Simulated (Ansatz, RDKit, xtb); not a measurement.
# C3H8B2: which of the isomers drawn lies lowest?, part 1 of 2

Which of a sample of isomers of C3H8B2 is the most stable in the gas at 298.15 K, and what are its properties? The sample is small against all isomers, and the most stable one of this formula need not be in it.

The funnel: GFN2-xTB relaxations, single points with a density functional, relaxations at B3LYP/def2-SVP, harmonic vibrations, and a last energy at a higher level. All values are calculated.

### 1 Candidates

Isomers were taken from a list of plausible structures; this is a sample, not all of them. That gives 3 candidates.

```csv
label,SMILES,spin
c158,B[C@@H]1C[C@H]1B,singlet
c670,BC1(B)CC1,singlet
c844,B[C@@H]1C[C@@H]1B,singlet
```

Candidates are built by distance geometry, with a force field where one applies, in up to four conformers (letters a to d).

### 2 First filter: tight binding

All 3 starts are relaxed the same way. One of them, c844a (taken from a list of positional isomers, embedded by distance geometry and UFF), in full:

start.xyz reads:

```xyz
13
c844a
C     -1.425673     0.629962     1.220499
C     -1.502433     0.523209    -0.239875
C     -1.901687     1.866626     0.382476
B      0.091771     0.611391     1.809118
B     -0.921287     3.058150     0.075351
H      0.737322    -0.316181     1.631196
H      0.464816     1.538473     2.427295
H     -2.205697     0.054352     1.755072
H     -0.518414     0.511516    -0.793970
H     -2.378946    -0.106500    -0.621678
H     -3.007466     1.972368     0.385149
H      0.227440     2.967819     0.206004
H     -1.399861     4.022251    -0.435087
```

The run is started by

```bash
$ xtb start.xyz --gfn 2 --opt
```

Log, shortened:

```text
* xtb version 6.7.1
[...]
          :  # basis functions                  28          :
[...]
          :  # electrons                        26          :
[...]
          :  Hamiltonian                  GFN2-xTB          :
[...]
          :  net charge                          0          :
          :  unpaired electrons                  0          :
[...]
   *** convergence criteria satisfied after 12 iterations ***
[...]
   *** GEOMETRY OPTIMIZATION CONVERGED AFTER 34 ITERATIONS ***
[...]
   *** convergence criteria satisfied after 3 iterations ***
[...]
         ::                     SUMMARY                     ::
         :::::::::::::::::::::::::::::::::::::::::::::::::::::
         :: total energy             -12.919428412899 Eh    ::
         :: gradient norm              0.000335960211 Eh/a0 ::
         :: HOMO-LUMO gap              3.903772033378 eV    ::
         ::.................................................::
         :: SCC energy               -13.112176661788 Eh    ::
         :: -> isotropic ES            0.037240562359 Eh    ::
         :: -> anisotropic ES          0.007404151591 Eh    ::
         :: -> anisotropic XC          0.003805463234 Eh    ::
         :: -> dispersion             -0.006744270649 Eh    ::
         :: repulsion energy           0.192748248889 Eh    ::
         :: add. restraining           0.000000000000 Eh    ::
         :: total charge              -0.000000000000 e     ::
         :::::::::::::::::::::::::::::::::::::::::::::::::::::
[...]
        13        2.0000           -0.4058139             -11.0428 (HOMO)
        14                         -0.2623529              -7.1390 (LUMO)
[...]
     #   Z          covCN         q      C6AA      α(0)
     1   6          3.776    -0.083    22.116     6.700
     2   6          3.806    -0.051    21.478     6.598
     3   6          3.776    -0.083    22.116     6.700
     4   5          2.782     0.230    17.871     7.068
     5   5          2.782     0.230    17.872     7.068
     6   1          0.940    -0.090     5.223     3.573
     7   1          0.939    -0.098     5.490     3.663
     8   1          0.925     0.027     2.627     2.534
     9   1          0.926     0.043     2.403     2.424
    10   1          0.926     0.036     2.503     2.474
    11   1          0.925     0.027     2.627     2.535
    12   1          0.940    -0.090     5.224     3.573
    13   1          0.939    -0.098     5.488     3.663
[...]
     #   Z sym  total        # sym  WBO       # sym  WBO       # sym  WBO
 ---------------------------------------------------------------------------
     1   6      3.919 --     4      1.108     8      0.974     2      0.961
                             3      0.804
     2   6      3.958 --     9      0.980    10      0.977     1      0.961
                             3      0.960
     3   6      3.919 --     5      1.108    11      0.974     2      0.960
                             1      0.804
     4   5      3.201 --     1      1.108     6      0.980     7      0.979
     5   5      3.201 --     3      1.108    12      0.980    13      0.979
     6   1      0.992 --     4      0.980
     7   1      0.990 --     4      0.979
     8   1      0.999 --     1      0.974
     9   1      0.998 --     2      0.980
    10   1      0.999 --     2      0.977
[...]
molecular dipole:
                 x           y           z       tot (Debye)
 q only:       -0.190      -0.177      -0.119
   full:       -0.443      -0.259      -0.103       1.331
molecular quadrupole (traceless):
[...]
          | TOTAL ENERGY              -12.919428412899 Eh   |
          | GRADIENT NORM               0.000335960211 Eh/α |
          | HOMO-LUMO GAP               3.903772033378 eV   |
           -------------------------------------------------
[...]
```

Run time: 0.22 s. Hardware: 2 threads of Arm Neoverse N1, shared host.

### 3 The minima found

3 of the 3 relaxations converged. 3 distinct structures remain:

| label | start | SMILES after | spin | energy (kcal/mol) |
| --- | --- | --- | --- | --- |
| c158a | drawn | B[C@@H]1C[C@H]1B | singlet | 0.0 |
| c844a | drawn | B[C@@H]1C[C@@H]1B | singlet | 1.7 |
| c670a | drawn | BC1(B)CC1 | singlet | 3.6 |

### 4 Single points on the low minima

A choice of the minima (the low ones first, few conformers of a pattern, up to a cap) and the lowest that fell apart get a single point at r2SCAN-D4/def2-SVP on the tight-binding geometry, and one at HF/STO-3G for comparison. The lowest singlets are also tried as triplets at the same geometry (label ending in t). The first, c158a:

input.yaml reads:

```yaml
basis:
  gaussian: {orbitals: def2-SVP}
crystal:
  periodic: [false, false, false]
  atoms:
    - symbol: C
      position_ang: [-1.423899, 1.252357, 1.293238]
    - symbol: C
      position_ang: [-1.603865, 0.373926, 0.089328]
    - symbol: C
      position_ang: [-0.625324, 1.506316, -0.020768]
    - symbol: B
      position_ang: [-0.635998, 0.770982, 2.520321]
    - symbol: B
      position_ang: [-0.960104, 2.777265, -0.815128]
    - symbol: H
      position_ang: [0.232818, -0.002655, 2.391044]
    - symbol: H
      position_ang: [-0.906385, 1.166624, 3.588324]
    - symbol: H
      position_ang: [-2.233114, 1.959740, 1.439249]
    - symbol: H
      position_ang: [-2.540025, 0.452549, -0.443652]
    - symbol: H
      position_ang: [-1.199149, -0.626990, 0.121184]
    - symbol: H
      position_ang: [0.410720, 1.192929, 0.047661]
    - symbol: H
      position_ang: [-0.107880, 3.397527, -1.322479]
    - symbol: H
      position_ang: [-2.071847, 3.127541, -0.918476]
scf: {lower_state_search: "off"}
hamiltonian: {xc: {name: r2SCAN}, dispersion: d4}
output: {orbitals: {seedname: orbitals}}
```

The run is started by

```bash
$ ansatz run input.yaml --threads 2 --pin off --max-ram 5220MiB --events-out events.jsonl --progress --plain --runs-dir runs
```

Log, shortened:

```text
Warning: RAYON_NUM_THREADS=2 ignored (pool sized by the plan → 2); use --threads N
Functional definition: r2SCAN
  name "r2SCAN"
[...]
1246 factors; their error is unknown
[...]
mean field -4585.57060399 eV, -168.5166114852 hartree, gradient 3.5e-6 eV, S^2 0.000000; 0 other end points of the search recorded, 0 dependent functions left out
reference -4585.57061554 eV, -168.5166119096 hartree; 18, 18 occupied and 92, 92 virtual orbitals, 1246 factors
Total energy: -4585.63018573 eV, -168.5188010738 hartree
Checks for a lower state left out: stability, starts, cluster_reference, orbital_swaps, neighbouring_geometries, increment
```

It took 3.6 s on 2 threads of Arm Neoverse N1, shared host; peak memory 0.13 GiB.

Relative energies in kcal/mol, each column from its lowest structure that stays in one piece:

```
 label             SMILES     spin  GFN2-xTB  HF/STO-3G  r2SCAN-D4/def2-SVP
 c158a   B[C@@H]1C[C@H]1B  singlet       0.0        0.0                 0.0
 c670a          BC1(B)CC1  singlet       3.6        2.5                 1.9
 c844a  B[C@@H]1C[C@@H]1B  singlet       1.7        2.3                 3.0
c158at   B[C@@H]1C[C@H]1B  triplet         –          –               103.3
c670at          BC1(B)CC1  triplet         –          –               110.2
```

### 5 Third filter: density-functional geometries

3 candidates are relaxed at B3LYP/def2-SVP (chosen among the lowest in one piece). The first, c158a:

input.yaml reads:

```yaml
crystal:
  periodic: [false, false, false]
  atoms:
    - {symbol: C, position_ang: [-1.423899, 1.252357, 1.293238]}
    - {symbol: C, position_ang: [-1.603865, 0.373926, 0.089328]}
    - {symbol: C, position_ang: [-0.625324, 1.506316, -0.020768]}
    - {symbol: B, position_ang: [-0.635998, 0.770982, 2.520321]}
    - {symbol: B, position_ang: [-0.960104, 2.777265, -0.815128]}
    - {symbol: H, position_ang: [0.232818, -0.002655, 2.391044]}
    - {symbol: H, position_ang: [-0.906385, 1.166624, 3.588324]}
    - {symbol: H, position_ang: [-2.233114, 1.959740, 1.439249]}
    - {symbol: H, position_ang: [-2.540025, 0.452549, -0.443652]}
    - {symbol: H, position_ang: [-1.199149, -0.626990, 0.121184]}
    - {symbol: H, position_ang: [0.410720, 1.192929, 0.047661]}
    - {symbol: H, position_ang: [-0.107880, 3.397527, -1.322479]}
    - {symbol: H, position_ang: [-2.071847, 3.127541, -0.918476]}
basis:
  gaussian:
    orbitals: def2-SVP
hamiltonian:
  xc: {name: B3LYP}
scf:
  lower_state_search: "off"
relax:
  f_tol: 0.003
```

The run is started by

```bash
$ ansatz run input.yaml --threads 2 --pin off --max-ram 5220MiB --events-out events.jsonl --progress --plain --runs-dir runs
```

Log, shortened:

```text
Warning: RAYON_NUM_THREADS=2 ignored (pool sized by the plan → 2); use --threads N
[...]
Functional definition: B3LYP
  name "B3LYP"
[...]
1270 factors; integrals over basis functions are off by at most 3.1e-4 eV
[...]
mean field -4589.10167175 eV, -168.6463758322 hartree, gradient 2.6e-6 eV, S^2 0.000000; 0 other end points of the search recorded, 0 dependent functions left out
[...]
reference -4589.10194440 eV, -168.6463858517 hartree; 18, 18 occupied and 92, 92 virtual orbitals, 1270 factors
relax step   1: F+E_penalty+E_count = -4589.10167175 eV  Δ(F+E_penalty+E_count) = +0.000e0 eV  max|allowed force component| = 9.450e-1 eV/Å  Δτ_max = 0.0000 Å  (14 SCF iters, accepted)
[...]
relax step   5: F+E_penalty+E_count = -4589.20109691 eV  Δ(F+E_penalty+E_count) = -5.050e-4 eV  max|allowed force component| = 3.068e-2 eV/Å  Δτ_max = 0.0044 Å  (13 SCF iters, accepted)
[...]
Atom 4 at    -0.941235     2.767335    -0.749023 Å, force    -0.001284     0.000073    -0.000401 eV/Å
Atom 5 at     0.217382    -0.028213     2.347764 Å, force    -0.000679     0.000618     0.000199 eV/Å
Atom 6 at    -0.764872     1.361047     3.552454 Å, force    -0.000056     0.000056     0.000277 eV/Å
Atom 7 at    -2.289286     1.960865     1.398536 Å, force     0.000833    -0.001025    -0.000079 eV/Å
Atom 8 at    -2.552212     0.427221    -0.508046 Å, force     0.000583    -0.000314     0.000304 eV/Å
Atom 9 at    -1.233251    -0.683495     0.135603 Å, force    -0.000598     0.000730    -0.000022 eV/Å
Atom 10 at     0.429140     1.129226     0.058521 Å, force    -0.001185     0.000451    -0.000281 eV/Å
Atom 11 at    -0.067991     3.512180    -1.123539 Å, force     0.000179     0.000339     0.000151 eV/Å
Atom 12 at    -2.097064     3.084003    -0.909946 Å, force     0.000790    -0.000178     0.000075 eV/Å
Dipole moment:    -0.085937    -0.149240    -0.081542 e Å
Checks for a lower state left out: stability, starts, cluster_reference, orbital_swaps, neighbouring_geometries, increment
```

Wall time 67 s (2 threads of Arm Neoverse N1, shared host); peak memory 0.22 GiB.

Energy change by step (eV): 0.0000, -0.0876, -0.0949, -0.0989, -0.0994, -0.1002, -0.1008, -0.1012, -0.1015, -0.1011, -0.1017, -0.1016, -0.1018, -0.1018, -0.1018, -0.1018, -0.1018, -0.1018.

After the run. Bond lengths: C1–C2 1.501 Å, C1–C3 1.604 Å, C2–C3 1.502 Å, C1–B4 1.536 Å, C3–B5 1.536 Å, B4–H6 1.209 Å, B4–H7 1.207 Å, C1–H8 1.094 Å, C2–H9 1.094 Å, C2–H10 1.094 Å, C3–H11 1.094 Å, B5–H12 1.207 Å, B5–H13 1.209 Å. Some angles: C1–C2–C3 64.6°, C2–C1–C3 57.7°, C2–C1–B4 121.9°, C3–C1–B4 112.0°, C1–C3–C2 57.7°, C1–C3–B5 112.1°, C2–C3–B5 121.9°, C1–C2–H9 116.6°, C1–C2–H10 117.8°, C3–C2–H9 117.8°.

### 6 After refinement

```
label     spin  r2SCAN-D4/def2-SVP (kcal/mol)  B3LYP/def2-SVP, relaxed (kcal/mol)  time
c158a  singlet                            0.0                                 0.0  67 s
c670a  singlet                            1.9                                 2.0  27 s
c844a  singlet                            3.0                                 2.9  49 s
```

c158a: Bond lengths: C1–C2 1.501 Å, C1–C3 1.604 Å, C2–C3 1.502 Å, C1–B4 1.536 Å, C3–B5 1.536 Å, B4–H6 1.209 Å, B4–H7 1.207 Å, C1–H8 1.094 Å, C2–H9 1.094 Å, C2–H10 1.094 Å, C3–H11 1.094 Å, B5–H12 1.207 Å, B5–H13 1.209 Å. Some angles: C1–C2–C3 64.6°, C2–C1–C3 57.7°, C2–C1–B4 121.9°, C3–C1–B4 112.0°, C1–C3–C2 57.7°, C1–C3–B5 112.1°, C2–C3–B5 121.9°, C1–C2–H9 116.6°, C1–C2–H10 117.8°, C3–C2–H9 117.8°.

c670a: Bond lengths: C1–C2 1.581 Å, C1–C3 1.581 Å, C2–C3 1.454 Å, C1–B4 1.540 Å, C1–B5 1.540 Å, B4–H6 1.208 Å, B4–H7 1.212 Å, B5–H8 1.208 Å, B5–H9 1.212 Å, C2–H10 1.093 Å, C2–H11 1.093 Å, C3–H12 1.093 Å, C3–H13 1.093 Å. Some angles: C1–C2–C3 62.6°, C2–C1–C3 54.7°, C2–C1–B4 114.8°, C2–C1–B5 114.8°, C3–C1–B4 114.8°, C3–C1–B5 114.8°, B4–C1–B5 123.7°, C1–C3–C2 62.6°, C1–C2–H10 115.4°, C1–C2–H11 115.4°.

c844a: Bond lengths: C1–C2 1.506 Å, C1–C3 1.602 Å, C2–C3 1.505 Å, C1–B4 1.540 Å, C3–B5 1.540 Å, B4–H6 1.206 Å, B4–H7 1.208 Å, C1–H8 1.095 Å, C2–H9 1.093 Å, C2–H10 1.094 Å, C3–H11 1.095 Å, B5–H12 1.206 Å, B5–H13 1.208 Å. Some angles: C1–C2–C3 64.3°, C2–C1–C3 57.9°, C2–C1–B4 122.2°, C3–C1–B4 120.6°, C1–C3–C2 57.9°, C1–C3–B5 120.6°, C2–C3–B5 122.2°, C1–C2–H9 117.6°, C1–C2–H10 117.0°, C3–C2–H9 117.6°.

(Continued in part 2 of 2.)
